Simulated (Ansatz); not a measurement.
# C₂H₇GaO₂: geometry optimisation

Aim: relax C₂H₇GaO₂ at this level.

Program: Ansatz 0.2.0. Level of theory: RKS r2SCAN-D4/def2-SVP. These are calculated values, not measurements.

**1. The starting structure**

SMILES `COC[O][GaH2]`, 12 atoms, charge 0, spin multiplicity 1.

Atoms are counted from 1 here; the program's logs count them from 0.

Bond lengths: C1–O2 1.423 Å, C1–H6 1.114 Å, C1–H7 1.111 Å, C1–H8 1.107 Å, O2–C3 1.502 Å, O2–Ga5 2.167 Å, C3–O4 1.348 Å, C3–H9 1.120 Å, C3–H10 1.127 Å, O4–Ga5 1.904 Å, Ga5–H11 1.583 Å, Ga5–H12 1.572 Å. Angles: O2–C1–H6 111.7°, O2–C1–H7 110.5°, O2–C1–H8 107.6°, H6–C1–H7 109.1°, H6–C1–H8 109.3°, H7–C1–H8 108.6°, C1–O2–C3 116.9°, C1–O2–Ga5 130.3°, C3–O2–Ga5 84.3°, O2–C3–O4 104.5°, O2–C3–H9 107.5°, O2–C3–H10 105.3°, O4–C3–H9 113.8°, O4–C3–H10 115.7°, H9–C3–H10 109.3°, C3–O4–Ga5 99.6°, O2–Ga5–O4 66.9°, O2–Ga5–H11 101.7° and more.

Geometry (Å):

```xyz
12

C    -1.15295   -0.02808    1.08894
O    -0.53150   -0.10000   -0.18912
C     0.56589   -1.11166   -0.35533
O     1.38022   -0.57535   -1.28681
Ga    0.86593    1.25202   -1.14614
H    -0.40969    0.15307    1.89829
H    -1.70620   -0.96685    1.30593
H    -1.87539    0.80979    1.06239
H     0.09045   -2.07483   -0.67099
H     1.01304   -1.23639    0.67190
H     1.47190    2.02084    0.09734
H     0.28831    1.85744   -2.47640
```

**2. Relaxation**

input.yaml reads:

```yaml
crystal:
  periodic: [false, false, false]
  atoms:
    - { symbol: C, position_ang: [-1.152954, -0.028082, 1.088936] }
    - { symbol: O, position_ang: [-0.531495, -0.099999, -0.189118] }
    - { symbol: C, position_ang: [0.565887, -1.111664, -0.355334] }
    - { symbol: O, position_ang: [1.380216, -0.575354, -1.286811] }
    - { symbol: Ga, position_ang: [0.865927, 1.252021, -1.146145] }
    - { symbol: H, position_ang: [-0.409689, 0.153075, 1.898288] }
    - { symbol: H, position_ang: [-1.706203, -0.96685, 1.305929] }
    - { symbol: H, position_ang: [-1.875393, 0.80979, 1.062393] }
    - { symbol: H, position_ang: [0.090452, -2.074829, -0.670991] }
    - { symbol: H, position_ang: [1.013036, -1.236392, 0.671899] }
    - { symbol: H, position_ang: [1.471897, 2.020844, 0.097338] }
    - { symbol: H, position_ang: [0.28831, 1.857438, -2.476395] }
basis:
  gaussian: { orbitals: def2-SVP }
hamiltonian:
  xc: r2scan
  dispersion: d4
output:
  forces: true
relax:
  f_tol: 0.003
  max_steps: 120
```

Started as:

```
$ ansatz run input.yaml --threads 1 --pin off --max-ram 2560MiB --backend cpu --events-out ev --progress --plain --runs-dir out
```

The log of the run:

```text
Warning: RAYON_NUM_THREADS=1 ignored (pool sized by the plan → 1); use --threads N
The last accepted step is kept in <dir> (removed where the run ends without a failure and the disk answers)
Engine: ansatz 0.2.0, aarch64-unknown-linux-gnu
Functional definition: r2SCAN
  parameter k0 = 0.174
  parameter k1 = 0.065
  parameter a1 = 4.9479
  exchange = r2scan_x(k0 = k0, k1 = k1, a1 = a1)
  correlation = r2scan_c
1363 factors; their error is unknown
mean field evaluation 1: about -58638.2864 eV, gradient 5.9e1 eV
mean field evaluation 2: about -58614.4642 eV, gradient 1.2e2 eV
mean field evaluation 4: about -58644.9459 eV, gradient 9.6e0 eV
mean field evaluation 8: about -58645.1231 eV, gradient 2.2e-1 eV
mean field evaluation 16: about -58645.0643 eV, gradient 1.5e-4 eV
mean field -58645.06431362 eV, -2155.1663624734 hartree, gradient 4.3e-5 eV, S^2 0.000000; 0 other end points of the search recorded, 0 dependent functions left out
the calculation of the forces begins
reference -58645.06432633 eV, -2155.1663629402 hartree; 33, 33 occupied and 90, 90 virtual orbitals, 1363 factors
relax step   1: F+E_penalty+E_count = -58645.12609253 eV  Δ(F+E_penalty+E_count) = +0.000e0 eV  max|allowed force component| = 3.001e-1 eV/Å  Δτ_max = 0.0000 Å  (28 SCF iters, accepted)
these checks for a lower state are left out or cut short: starts, cluster_reference, orbital_swaps, neighbouring_geometries, increment
1363 factors; their error is unknown
mean field -58645.08152456 eV, -2155.1669949636 hartree, gradient 1.7e-5 eV, S^2 0.000000; 0 other end points of the search recorded, 0 dependent functions left out
the calculation of the forces begins
reference -58645.08153724 eV, -2155.1669954297 hartree; 33, 33 occupied and 90, 90 virtual orbitals, 1363 factors
relax step   2: F+E_penalty+E_count = -58645.14346997 eV  Δ(F+E_penalty+E_count) = -1.738e-2 eV  max|allowed force component| = 1.994e-1 eV/Å  Δτ_max = 0.0201 Å  (30 SCF iters, accepted)
these checks for a lower state are left out or cut short: starts, cluster_reference, orbital_swaps, neighbouring_geometries, increment
1363 factors; their error is unknown
mean field evaluation 32: about -58645.0842 eV, gradient 1.6e-5 eV
mean field -58645.08415204 eV, -2155.1670915217 hartree, gradient 1.6e-5 eV, S^2 0.000000; 0 other end points of the search recorded, 0 dependent functions left out
the calculation of the forces begins
reference -58645.08416470 eV, -2155.1670919871 hartree; 33, 33 occupied and 90, 90 virtual orbitals, 1363 factors
relax step   3: F+E_penalty+E_count = -58645.14617966 eV  Δ(F+E_penalty+E_count) = -2.710e-3 eV  max|allowed force component| = 3.501e-2 eV/Å  Δτ_max = 0.0126 Å  (31 SCF iters, accepted)
these checks for a lower state are left out or cut short: starts, cluster_reference, orbital_swaps, neighbouring_geometries, increment
1363 factors; their error is unknown
mean field -58645.08435111 eV, -2155.1670988373 hartree, gradient 1.6e-5 eV, S^2 0.000000; 0 other end points of the search recorded, 0 dependent functions left out
the calculation of the forces begins
reference -58645.08436377 eV, -2155.1670993026 hartree; 33, 33 occupied and 90, 90 virtual orbitals, 1363 factors
relax step   4: F+E_penalty+E_count = -58645.14637969 eV  Δ(F+E_penalty+E_count) = -2.000e-4 eV  max|allowed force component| = 1.183e-2 eV/Å  Δτ_max = 0.0058 Å  (31 SCF iters, accepted)
these checks for a lower state are left out or cut short: starts, cluster_reference, orbital_swaps, neighbouring_geometries, increment
1363 factors; their error is unknown
mean field -58645.08450319 eV, -2155.1671044263 hartree, gradient 1.6e-5 eV, S^2 0.000000; 0 other end points of the search recorded, 0 dependent functions left out
the calculation of the forces begins
reference -58645.08451586 eV, -2155.1671048917 hartree; 33, 33 occupied and 90, 90 virtual orbitals, 1363 factors
relax step   5: F+E_penalty+E_count = -58645.14650741 eV  Δ(F+E_penalty+E_count) = -1.277e-4 eV  max|allowed force component| = 1.727e-2 eV/Å  Δτ_max = 0.0191 Å  (31 SCF iters, accepted)
these checks for a lower state are left out or cut short: starts, cluster_reference, orbital_swaps, neighbouring_geometries, increment
1363 factors; their error is unknown
mean field -58645.08448005 eV, -2155.1671035758 hartree, gradient 1.6e-5 eV, S^2 0.000000; 0 other end points of the search recorded, 0 dependent functions left out
the calculation of the forces begins
reference -58645.08449271 eV, -2155.1671040411 hartree; 33, 33 occupied and 90, 90 virtual orbitals, 1363 factors
relax step   6: F+E_penalty+E_count = -58645.14647860 eV  Δ(F+E_penalty+E_count) = +2.881e-5 eV  max|allowed force component| = 1.281e-2 eV/Å  Δτ_max = 0.0109 Å  (31 SCF iters, rejected (line search))
these checks for a lower state are left out or cut short: starts, cluster_reference, orbital_swaps, neighbouring_geometries, increment
1363 factors; their error is unknown
mean field -58645.08456740 eV, -2155.1671067859 hartree, gradient 9.0e-6 eV, S^2 0.000000; 0 other end points of the search recorded, 0 dependent functions left out
the calculation of the forces begins
reference -58645.08458006 eV, -2155.1671072513 hartree; 33, 33 occupied and 90, 90 virtual orbitals, 1363 factors
relax step   7: F+E_penalty+E_count = -58645.14656138 eV  Δ(F+E_penalty+E_count) = -5.397e-5 eV  max|allowed force component| = 9.361e-3 eV/Å  Δτ_max = 0.0054 Å  (24 SCF iters, accepted)
these checks for a lower state are left out or cut short: starts, cluster_reference, orbital_swaps, neighbouring_geometries, increment
1363 factors; their error is unknown
mean field evaluation 64: about -58645.0846 eV, gradient 1.7e-5 eV
mean field -58645.08456193 eV, -2155.1671065849 hartree, gradient 1.7e-5 eV, S^2 0.000000; 0 other end points of the search recorded, 0 dependent functions left out
the calculation of the forces begins
reference -58645.08457460 eV, -2155.1671070504 hartree; 33, 33 occupied and 90, 90 virtual orbitals, 1363 factors
relax step   8: F+E_penalty+E_count = -58645.14655048 eV  Δ(F+E_penalty+E_count) = +1.089e-5 eV  max|allowed force component| = 1.305e-2 eV/Å  Δτ_max = 0.0029 Å  (23 SCF iters, rejected (line search))
these checks for a lower state are left out or cut short: starts, cluster_reference, orbital_swaps, neighbouring_geometries, increment
1363 factors; their error is unknown
mean field -58645.08458535 eV, -2155.1671074454 hartree, gradient 2.0e-5 eV, S^2 0.000000; 0 other end points of the search recorded, 0 dependent functions left out
the calculation of the forces begins
reference -58645.08459801 eV, -2155.1671079108 hartree; 33, 33 occupied and 90, 90 virtual orbitals, 1363 factors
relax step   9: F+E_penalty+E_count = -58645.14657508 eV  Δ(F+E_penalty+E_count) = -1.371e-5 eV  max|allowed force component| = 2.712e-3 eV/Å  Δτ_max = 0.0014 Å  (23 SCF iters, accepted)
these checks for a lower state are left out or cut short: starts, cluster_reference, orbital_swaps, neighbouring_geometries, increment
1363 factors; their error is unknown
mean field -58645.08459741 eV, -2155.1671078886 hartree, gradient 1.7e-5 eV, S^2 0.000000; 0 other end points of the search recorded, 0 dependent functions left out
the calculation of the forces begins
reference -58645.08461007 eV, -2155.1671083541 hartree; 33, 33 occupied and 90, 90 virtual orbitals, 1363 factors
relax step  10: F+E_penalty+E_count = -58645.14658067 eV  Δ(F+E_penalty+E_count) = -5.584e-6 eV  max|allowed force component| = 2.751e-3 eV/Å  Δτ_max = 0.0033 Å  (24 SCF iters, accepted)
these checks for a lower state are left out or cut short: starts, cluster_reference, orbital_swaps, neighbouring_geometries, increment
1363 factors; their error is unknown
mean field -58645.08460229 eV, -2155.1671080680 hartree, gradient 7.8e-6 eV, S^2 0.000000; 0 other end points of the search recorded, 0 dependent functions left out
the calculation of the forces begins
reference -58645.08461495 eV, -2155.1671085335 hartree; 33, 33 occupied and 90, 90 virtual orbitals, 1363 factors
relax step  11: F+E_penalty+E_count = -58645.14658261 eV  Δ(F+E_penalty+E_count) = -1.941e-6 eV  max|allowed force component| = 2.143e-3 eV/Å  Δτ_max = 0.0020 Å  (23 SCF iters, accepted)
these checks for a lower state are left out or cut short: starts, cluster_reference, orbital_swaps, neighbouring_geometries, increment
1363 factors; their error is unknown
mean field -58645.08460527 eV, -2155.1671081775 hartree, gradient 2.4e-5 eV, S^2 0.000000; 0 other end points of the search recorded, 0 dependent functions left out
the calculation of the forces begins
reference -58645.08461793 eV, -2155.1671086430 hartree; 33, 33 occupied and 90, 90 virtual orbitals, 1363 factors
relax step  12: F+E_penalty+E_count = -58645.14658378 eV  Δ(F+E_penalty+E_count) = -1.168e-6 eV  max|allowed force component| = 5.339e-4 eV/Å  Δτ_max = 0.0021 Å  (22 SCF iters, accepted)
1363 factors; their error is unknown
mean field evaluation 96: about -58645.1161 eV, gradient 3.7e0 eV
mean field -58645.08460527 eV, -2155.1671081775 hartree, gradient 2.3e-5 eV, S^2 0.000000; 1 other end points of the search recorded, 0 dependent functions left out
the calculation of the forces begins
reference -58645.08461793 eV, -2155.1671086430 hartree; 33, 33 occupied and 90, 90 virtual orbitals, 1363 factors
Total energy: -58645.14659644 eV, -2155.1693863112 hartree
Atom 0 at    -1.148100    -0.027085     1.087477 Å, force    -0.000047    -0.000070    -0.000241 eV/Å
Atom 1 at    -0.506991    -0.077721    -0.176253 Å, force     0.000386    -0.000178    -0.000341 eV/Å
Atom 2 at     0.562669    -1.104246    -0.349302 Å, force    -0.000534     0.000302     0.000342 eV/Å
Atom 3 at     1.388913    -0.564405    -1.259615 Å, force     0.000070    -0.000014    -0.000409 eV/Å
Atom 4 at     0.863235     1.240092    -1.139337 Å, force    -0.000083    -0.000316     0.000104 eV/Å
Atom 5 at    -0.421279     0.152684     1.900290 Å, force     0.000092    -0.000034     0.000064 eV/Å
Atom 6 at    -1.685913    -0.970420     1.279738 Å, force    -0.000089     0.000008     0.000035 eV/Å
Atom 7 at    -1.875945     0.794966     1.058361 Å, force     0.000138     0.000074     0.000069 eV/Å
Atom 8 at     0.071314    -2.042757    -0.683872 Å, force     0.000086    -0.000081     0.000095 eV/Å
Atom 9 at     0.999577    -1.252968     0.669217 Å, force     0.000065     0.000041     0.000106 eV/Å
Atom 10 at     1.483174     2.025610     0.066106 Å, force    -0.000036     0.000161     0.000227 eV/Å
Atom 11 at     0.269338     1.826249    -2.452821 Å, force    -0.000048     0.000106    -0.000051 eV/Å
Dipole moment:    -0.442275    -0.086584     0.548137 e Å
```

Wall time 1.7 min (1 thread of Arm Neoverse V2, shared host); peak memory 0.19 GiB.

The steps of the relaxation:

| step | energy from step 1 (eV) | largest force component (eV/Å) |
| --- | --- | --- |
| 1 | 0.0000 | 0.3001 |
| 2 | -0.0174 | 0.1994 |
| 3 | -0.0201 | 0.0350 |
| 4 | -0.0203 | 0.0118 |
| 5 | -0.0204 | 0.0173 |
| 6 | -0.0204 | 0.0128 |
| 7 | -0.0205 | 0.0094 |
| 8 | -0.0205 | 0.0130 |
| 9 | -0.0205 | 0.0027 |
| 10 | -0.0205 | 0.0028 |
| 11 | -0.0205 | 0.0021 |
| 12 | -0.0205 | 0.0005 |

Close pairs (by a distance rule), those that changed most:

| bond | before (Å) | after (Å) | change (Å) |
| --- | --- | --- | --- |
| O2–Ga5 | 2.167 | 2.131 | -0.036 |
| O4–Ga5 | 1.904 | 1.883 | -0.020 |
| Ga5–H11 | 1.583 | 1.567 | -0.016 |
| Ga5–H12 | 1.572 | 1.556 | -0.015 |
| O2–C3 | 1.502 | 1.493 | -0.009 |
| C3–H10 | 1.127 | 1.118 | -0.009 |
| C3–H9 | 1.120 | 1.111 | -0.009 |
| C1–H6 | 1.114 | 1.105 | -0.009 |

**3. Results**

| quantity | value |
| --- | --- |
| energy gained | 0.0205 eV |
| root mean square move | 0.027 Å |
| dipole moment | 3.41 D |

**Reading.** Bond lengths: C1–O2 1.418 Å, C1–H6 1.105 Å, C1–H7 1.103 Å, C1–H8 1.098 Å, O2–C3 1.493 Å, O2–Ga5 2.131 Å, C3–O4 1.343 Å, C3–H9 1.111 Å, C3–H10 1.118 Å, O4–Ga5 1.883 Å, Ga5–H11 1.567 Å, Ga5–H12 1.556 Å. Angles: O2–C1–H6 111.3°, O2–C1–H7 110.2°, O2–C1–H8 107.6°, H6–C1–H7 109.4°, H6–C1–H8 109.5°, H7–C1–H8 108.8°, C1–O2–C3 116.9°, C1–O2–Ga5 132.2°, C3–O2–Ga5 85.0°, O2–C3–O4 104.1°, O2–C3–H9 107.4°, O2–C3–H10 105.4°, O4–C3–H9 114.1°, O4–C3–H10 115.5°, H9–C3–H10 109.6°, C3–O4–Ga5 99.8°, O2–Ga5–O4 67.4°, O2–Ga5–H11 102.5° and more. No frequencies were computed here.
